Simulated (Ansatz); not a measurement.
# C2H2CuF: the cost of one run

Method: the levels named in each step, in Ansatz 0.2.0.

### Step 1. The structure to begin with

Bond lengths: C1–C2 1.230 Å, C1–Cu4 1.943 Å, C2–Cu4 2.009 Å, F3–Cu4 1.701 Å, C1–H5 1.062 Å, C2–H6 1.057 Å. Angles: C1–C2–Cu4 69.0°, C1–C2–H6 166.2°, Cu4–C2–H6 124.8°, C2–C1–Cu4 74.8°, C2–C1–H5 160.0°, Cu4–C1–H5 125.2°, C1–Cu4–C2 36.2°, C1–Cu4–F3 175.6°, C2–Cu4–F3 148.2°.

Coordinates:

```xyz
6

C    -0.1486    1.7660   -0.3739
C     0.9000    1.3416   -0.8558
F    -0.1784   -1.7546    0.5558
Cu   -0.1030   -0.1208    0.0894
H    -0.9242    2.4416   -0.1114
H     1.8281    1.2172   -1.3468
```

### Step 2. A rough first relaxation, PBE-D4/def2-SVP

This run stands in another session on the same molecule. It ended at:

```xyz
6

C    -0.1537    1.7580   -0.3694
C     0.9222    1.3382   -0.8675
F    -0.3177   -1.7660    0.6370
Cu    0.0209   -0.1561    0.0294
H    -0.9736    2.4151   -0.0767
H     1.8759    1.3018   -1.3956
```

### Step 3. Relaxation, PBE0-D4/def2-TZVPP

Contents of input.yaml:

```yaml
crystal:
  periodic: [false, false, false]
  atoms:
    - { symbol: C, position_ang: [-0.15369191, 1.75800544, -0.36941009] }
    - { symbol: C, position_ang: [0.92215382, 1.33823212, -0.86748965] }
    - { symbol: F, position_ang: [-0.3177303, -1.76602275, 0.63703982] }
    - { symbol: Cu, position_ang: [0.02088475, -0.15613477, 0.02940468] }
    - { symbol: H, position_ang: [-0.97360995, 2.41505347, -0.07671733] }
    - { symbol: H, position_ang: [1.87585359, 1.30179649, -1.39556742] }
basis:
  gaussian: { orbitals: def2-TZVPP }
hamiltonian:
  xc: pbe0
  dispersion: d4
relax:
  f_tol: 0.002
  max_steps: 150
```

Started as:

```sh
ansatz run input.yaml --threads 4 --pin off --max-ram 10240MiB --backend cpu --events-out ev --progress --plain --runs-dir out
```

What time and memory should one allow on 4 threads of Intel Xeon Platinum 8488C (Sapphire Rapids), shared host?

About 13 s, with a peak of 0.47 GiB.
